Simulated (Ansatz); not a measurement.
# C₃H₆OSe: up Jacob's ladder to CCSD(T)

One table from this session's results is given with a row withheld; the runs are named, their logs left out.

The runs use Ansatz 0.2.0, Gaussian basis; functionals in def2-TZVPP, the program's frozen cores in correlated methods.

Levels to be run: PBE-D4, r2SCAN-D4, PBE0-D4, B3LYP-D4, ωB97X-V, ωB97M-V, B2PLYP; CCSD(T)/def2-TZVPP; MP2/def2-QZVPP; extrapolation to the limit.

### The geometry

All runs share one geometry, relaxed beforehand with PBE0-D4 in a triple-zeta def2 set.

SMILES `CO/C=C\[SeH]`, 11 atoms, charge 0, spin multiplicity 1.

Atoms are counted from 1 here; the program's logs count them from 0.

Bond lengths: C1–O2 1.409 Å, C1–H6 1.089 Å, C1–H7 1.096 Å, C1–H8 1.095 Å, O2–C3 1.350 Å, C3–C4 1.327 Å, C3–H9 1.088 Å, C4–Se5 1.893 Å, C4–H10 1.079 Å, Se5–H11 1.467 Å. Angles: O2–C1–H6 106.9°, O2–C1–H7 111.1°, O2–C1–H8 111.2°, H6–C1–H7 109.1°, H6–C1–H8 109.2°, H7–C1–H8 109.3°, C1–O2–C3 115.3°, O2–C3–C4 121.6°, O2–C3–H9 116.7°, C4–C3–H9 121.7°, C3–C4–Se5 121.5°, C3–C4–H10 120.3°, Se5–C4–H10 118.2°, C4–Se5–H11 94.0°.

The first run:

Input file in.yaml:

```yaml
crystal:
  periodic: [false, false, false]
  atoms:
    - {symbol: C, position_ang: [-1.569858, 1.046041, 0.660059]}
    - {symbol: O, position_ang: [-0.648950, -0.013935, 0.537653]}
    - {symbol: C, position_ang: [0.464259, 0.267423, -0.172302]}
    - {symbol: C, position_ang: [1.303183, -0.686561, -0.556937]}
    - {symbol: Se, position_ang: [0.980150, -2.508602, -0.155584]}
    - {symbol: H, position_ang: [-2.370305, 0.696702, 1.310001]}
    - {symbol: H, position_ang: [-1.100086, 1.926991, 1.112097]}
    - {symbol: H, position_ang: [-1.990179, 1.320256, -0.313532]}
    - {symbol: H, position_ang: [0.652037, 1.315784, -0.392595]}
    - {symbol: H, position_ang: [2.207848, -0.433800, -1.088210]}
    - {symbol: H, position_ang: [2.137203, -2.987401, -0.920050]}
basis:
  gaussian: {orbitals: def2-TZVPP}
hamiltonian: {xc: pbe, dispersion: d4}
output: {forces: true, orbitals: {seedname: orbitals}}
```

Launch:

```sh
ansatz run in.yaml --threads 4 --pin off --events-out ev --progress --plain --max-ram 10444MiB
```

Among the steps run: PBE-D4 (GGA); r2SCAN-D4 (meta-GGA); PBE0-D4 (hybrid); B3LYP-D4 (hybrid); ωB97X-V (range-separated); ωB97M-V (range-separated); B2PLYP (double hybrid); CCSD(T) in def2-TZVPP; MP2 in def2-QZVPP.

One table of the session follows, with a row left open; its other results are not shown here.

```
            method  atomisation energy (kcal/mol)
            PBE-D4                         1022.5
         r2SCAN-D4                          996.7
           PBE0-D4                          998.4
          B3LYP-D4                          992.8
           ωB97X-V                          992.6
           ωB97M-V                          992.3
            B2PLYP                          981.6
     HF/def2-TZVPP                          699.6
    MP2/def2-TZVPP                          984.1
   CCSD/def2-TZVPP                          948.7
CCSD(T)/def2-TZVPP                              ?
           MP2/CBS                         1009.7
       CCSD(T)/CBS                          992.1
```

**Question.** Estimate the row for CCSD(T)/def2-TZVPP.

As computed: atomisation energy (kcal/mol): 966.4. In the column «atomisation energy (kcal/mol)» it lies between CCSD/def2-TZVPP (948.7) and B2PLYP (981.6).

Limits of these values: Free atoms (3 C, 1 O, 1 Se, 6 H) were run apart at each level; the atomisation energy is their sum less the molecule, without zero-point or spin-orbit terms.
